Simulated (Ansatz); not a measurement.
# H2ISSi+ (SMILES [SH+]=[SiH]I): a rigid scan of the bond length Si2–H5

One table from this session's results is given with a row withheld; the runs are named, their logs left out.

Program: Ansatz 0.2.0, Gaussian basis. Level of theory: single points in def2-TZVPP. These are calculated values, not measurements.

Levels: PBE-D4, r2SCAN-D4, PBE0-D4, B3LYP-D4, wB97M-V, Hartree-Fock, MP2, CCSD, CCSD(T). The scan takes 1.266, 1.309, 1.373, 1.447, 1.529, 1.617, 1.711, 1.810, 1.914 Å.

Correlated methods freeze the cores. Filled d shells of the heavier atoms are correlated. Core potentials replace the inner electrons past krypton, and spin-orbit coupling is left out. B3LYP uses VWN-RPA correlation.

36 further runs of the same task are left out: 36 set aside as unsound or not needed.

## Where the work starts

SMILES `[SH+]=[SiH]I`, 5 atoms, charge 1, spin multiplicity 1.

Atoms are counted from 1 here; the program's logs count them from 0.

Bond lengths: S1–Si2 2.086 Å, S1–H4 1.342 Å, Si2–I3 2.413 Å, Si2–H5 1.442 Å. Angles: Si2–S1–H4 98.1°, S1–Si2–I3 123.3°, S1–Si2–H5 117.3°, I3–Si2–H5 119.4°.

Geometry (Å):

```xyz
5
charge 1, multiplicity 1
S    -1.5092    0.4690   -0.5192
Si    0.3293    0.2899    0.4510
I     1.9332   -1.4402   -0.0564
H    -1.3888   -0.5811   -1.3465
H     0.6354    1.2624    1.4710
```

Set-up of the first run:

relax/in.yaml reads:

```yaml
crystal:
  periodic: [false, false, false]
  atoms:
    - {symbol: S, position_ang: [-1.509190, 0.468980, -0.519150]}
    - {symbol: Si, position_ang: [0.329290, 0.289880, 0.450980]}
    - {symbol: I, position_ang: [1.933220, -1.440230, -0.056390]}
    - {symbol: H, position_ang: [-1.388770, -0.581070, -1.346470]}
    - {symbol: H, position_ang: [0.635450, 1.262440, 1.471030]}
basis:
  gaussian: {orbitals: def2-TZVP}
total_charge: 1
hamiltonian: {xc: pbe0, dispersion: d4}
relax: {f_tol: 0.005, max_steps: 200}
```

No record of the launch command was kept for these runs.

Among the steps run: Relaxation at PBE0-D4; The minimum at every level; Si2–H5 = 1.266 Å; Si2–H5 = 1.309 Å; Si2–H5 = 1.373 Å; Si2–H5 = 1.447 Å; Si2–H5 = 1.529 Å; Si2–H5 = 1.617 Å; Si2–H5 = 1.711 Å; Si2–H5 = 1.810 Å; Si2–H5 = 1.914 Å.

One of the session's tables, all rows but one given; the rest of the session is left out.

Energies less that of the minimum at the same level (kJ/mol):

| bond length (Å) | PBE-D4 | PBE0-D4 | B3LYP-D4 | wB97M-V | Hartree-Fock |
| --- | --- | --- | --- | --- | --- |
| 1.266 | 56.3 | 53.2 | 50.5 | 48.7 | 48.2 |
| 1.309 | ? | ? | ? | ? | ? |
| 1.373 | 12.0 | 10.3 | 9.2 | 8.2 | 7.5 |
| 1.447 | 1.0 | 0.6 | 0.3 | 0.1 | -0.2 |
| 1.472 (minimum) | 0.0 | 0.0 | 0.0 | 0.0 | 0.0 |
| 1.529 | 1.6 | 2.8 | 3.2 | 3.9 | 4.8 |
| 1.617 | 12.7 | 15.7 | 16.7 | 18.6 | 21.3 |
| 1.711 | 32.3 | 37.6 | 38.7 | 42.2 | 47.4 |
| 1.810 | 58.0 | 65.9 | 66.5 | 72.5 | 81.0 |
| 1.914 | 88.3 | 99.1 | 99.0 | 107.5 | 120.1 |

Q: Estimate the row for bond length (Å) = 1.309 from the others.

Worked estimate for «PBE-D4». A straight line through the neighbours (1.266, 56.3) and (1.373, 12.0) gives 56.3 + (12.0 − 56.3) × (1.309 − 1.266) / (1.373 − 1.266) = 38.5; a parabola fitted to 3 rows on both sides gives 34.5.

**Answer.** PBE-D4: 33.7; PBE0-D4: 31.1; B3LYP-D4: 29.0; wB97M-V: 27.5; Hartree-Fock: 26.8. In «PBE-D4» the line misses by +4.8 and the parabola by +0.8.

To keep in mind: A polynomial through the near points puts the CCSD(T) minimum 0.007 Å below the PBE0-D4 value.
